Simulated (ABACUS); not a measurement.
Runs of ABACUS 3.10.1 on HfIn4SiO6. Symmetry: P312, No. 149, trigonal system. Conventional cell: a = 5.277 Å, b = 5.277 Å, c = 10.559 Å, α = 90.00°, β = 90.00°, γ = 120.00°. Around Hf (site symmetry 32) lie 6 O at 2.10 Å. Around In (site symmetry 3) lie 3 O at 2.62 Å. Around In (site symmetry 3) lie 3 O at 2.32 Å. Si (site symmetry 32) has 6 O at 1.83 Å as nearest neighbours. Around O (site symmetry 1) lie 1 Si at 1.83 Å and 1 Hf at 2.10 Å. The cell was built by a generator and needn't be a form met in nature.

```csv
task,level,potentials or basis,U,k mesh,cutoff (eV),SCF threshold on the density,max SCF steps,eigensolver,mixing share,symmetry key,mesh quality,gap on the mesh (eV),pressure (GPa),largest force (eV/Å)
single point,LDA,"PseudoDojo NC SR 0.4.1 LDA standard, DZP LCAO (the cutoffs set its grid)",-,3 × 3 × 2,1361,1e-07,100,genelpa,0.7,1,coarse,(b),-4.9,0.46
single point,LDA+U,"PseudoDojo NC SR 0.4.1 LDA standard, DZP LCAO (the cutoffs set its grid)",Hf d U = 2 eV,3 × 3 × 2,1361,1e-06,120,genelpa,0.2,-1,coarse,(a),-4.4,0.36
single point,LDA+U,"PseudoDojo NC SR 0.4.1 LDA standard, DZP LCAO (the cutoffs set its grid)",Hf d U = 8 eV,3 × 3 × 2,1361,1e-06,120,genelpa,0.2,-1,coarse,0.20,-2.8,0.36
single point,PBE,"PseudoDojo NC SR 0.4.1 PBE standard, plane waves",-,6 × 6 × 3,1143,1e-08,100,dav,0.7,1,not flagged,none,-0.4,0.12
single point,r2SCAN,"SG15 ONCV 1.2 PBE, DZP LCAO (the cutoffs set its grid)",-,4 × 4 × 2,1361,1e-07,100,genelpa,0.7,1,not flagged,0.73,-2.1,0.54
```

Alike in all rows: no spin polarisation; cell as given; smearing fermi-dirac 0.05 eV.

Problem. Fill in the values left out.

Solution. (a) 0.19; (b) 0.18.

Caveats: some runs use coarse meshes; the atomic orbitals were generated for these runs and aren't a published set (some runs); spin-orbit coupling is left out, which moves the levels of the heavy elements (some runs); the basis of atomic orbitals isn't converged, which shifts pressures, moduli and gaps (some runs); an odd mesh through Γ misses points on the zone boundary, where band edges often lie (some runs); there are fewer bands than atomic start orbitals, so a level may be missed at k points of high symmetry (some runs); the potentials were made for another functional, which shifts forces and pressure (some runs).

A k mesh can miss the band edges, and the runs leave out spin-orbit coupling on Hf, In.

A gap of «none» marks a metal or a gap under the smearing width.

The runs don't all hold the same shells in valence.
